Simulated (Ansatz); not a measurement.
# CHCl₂Si+ (SMILES [SiH+]=C(Cl)Cl): functionals against CCSD(T) at one geometry

An exercise on one series of results from a longer session: the logs are not shown, and one member is left open.

Program: Ansatz 0.2.0, Gaussian basis. Level of theory: single points in def2-TZVPP. These are calculated values, not measurements.

Cores are frozen in the correlated methods.

## Where the work starts

5 atoms, charge 1, spin multiplicity 1.

Atoms are counted from 1 here; the program's logs count them from 0.

Bond lengths: Si1–C2 1.898 Å, Si1–H5 1.424 Å, C2–Cl3 1.789 Å, C2–Cl4 1.775 Å. Angles: C2–Si1–H5 107.2°, Si1–C2–Cl3 123.8°, Si1–C2–Cl4 117.6°, Cl3–C2–Cl4 112.9°.

Geometry (Å):

```xyz
5
charge 1, multiplicity 1
Si    0.47340    1.36120    0.02430
C    -0.00980   -0.47370    0.08500
Cl   -0.67840   -1.28000    1.53510
Cl    0.85740   -1.58930   -0.98870
H    -0.60770    2.06160   -0.58230
```

The first run:

run/in.yaml

```yaml
crystal:
  periodic: [false, false, false]
  atoms:
    - {symbol: Si, position_ang: [0.473400, 1.361200, 0.024300]}
    - {symbol: C, position_ang: [-0.009800, -0.473700, 0.085000]}
    - {symbol: Cl, position_ang: [-0.678400, -1.280000, 1.535100]}
    - {symbol: Cl, position_ang: [0.857400, -1.589300, -0.988700]}
    - {symbol: H, position_ang: [-0.607700, 2.061600, -0.582300]}
basis:
  gaussian: {orbitals: def2-TZVPP}
total_charge: 1
correlation: {method: ccsd_t}
output: {forces: true}
```

On the command line:

```
$ ansatz run in.yaml --threads 4 --pin off --events-out ev --progress --plain --max-ram 5222MiB
```

Steps of the session up to this table: CCSD(T)/def2-TZVPP; PBE0-D4/def2-TZVPP; wB97M-V/def2-TZVPP; r2SCAN-D4/def2-TZVPP; PBE-D4/def2-TZVPP; B97M-V/def2-TZVPP; CAM-B3LYP-D4/def2-TZVPP.

One of the session's tables, all rows but one given; the rest of the session is left out.

```
      method  RMS force component (eV/Å)  angle to CCSD(T) forces (°)
     CCSD(T)                       1.238                    reference
     PBE0-D4                       1.409                          3.3
     wB97M-V                       1.379                          4.2
   r2SCAN-D4                       1.268                          5.4
      PBE-D4                       1.225                          8.1
      B97M-V                       1.330                          3.0
CAM-B3LYP-D4                           ?                            ?
```

Estimate the missing values for CAM-B3LYP-D4.

The run gave: RMS force component (eV/Å): 1.379; angle to CCSD(T) forces (°): 3.8.

Limits of these values: CCSD(T) in triple zeta still lacks some correlation energy of the bonds, so part of these gaps is its own basis error and they don't rank the functionals. The T1 diagnostic is large here, over the usual mark for main-group molecules (transition-metal compounds often pass it harmlessly), so CCSD(T) itself may be off.
